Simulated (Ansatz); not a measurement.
# ClF3Zr (ZrClF3): the cost of one run

The runs use Ansatz 0.2.0, Gaussian basis; the settings change from run to run.

2 further runs of the same task are left out: 2 set aside as unsound or not needed.

## (1) The relaxed structure

An earlier PBE-D4/def2-SVP relaxation fixed the geometry. Zr takes a core potential in def2 sets; no spin-orbit term is included.

5 atoms, charge 0, spin multiplicity 1.

Atoms are counted from 1 here; the program's logs count them from 0.

Bond lengths: Zr1–Cl2 2.354 Å, Zr1–F3 1.903 Å, Zr1–F4 1.903 Å, Zr1–F5 1.903 Å. Angles: Cl2–Zr1–F3 109.9°, Cl2–Zr1–F4 109.9°, Cl2–Zr1–F5 109.9°, F3–Zr1–F4 109.0°, F3–Zr1–F5 109.0°, F4–Zr1–F5 109.0°.

## (2) PBE0/ANO-RCC-VTZP

This run has D3(BJ) dispersion, the search for lower states set to off.

The input, in.yaml:

```yaml
crystal:
  periodic: [false, false, false]
  atoms:
    - {symbol: Zr, position_ang: [-0.000300, 0.000576, -0.081721]}
    - {symbol: Cl, position_ang: [0.008323, -0.016026, 2.272467]}
    - {symbol: F, position_ang: [1.786150, 0.009606, -0.736782]}
    - {symbol: F, position_ang: [-0.900901, 1.552081, -0.716045]}
    - {symbol: F, position_ang: [-0.893263, -1.546237, -0.737919]}
basis:
  gaussian: {orbitals: ANO-RCC-VTZP}
hamiltonian: {xc: {name: PBE0}, dispersion: d3bj}
scf: {lower_state_search: off}
output: {forces: true}
```

Launch:

```console
ansatz run in.yaml --threads 4 --pin off --events-out ev --progress --plain --max-ram 3916MiB
```

What time and memory should one allow on 4 threads of Arm Neoverse V1, shared host?

About 8 s, with a peak of 0.82 GiB.
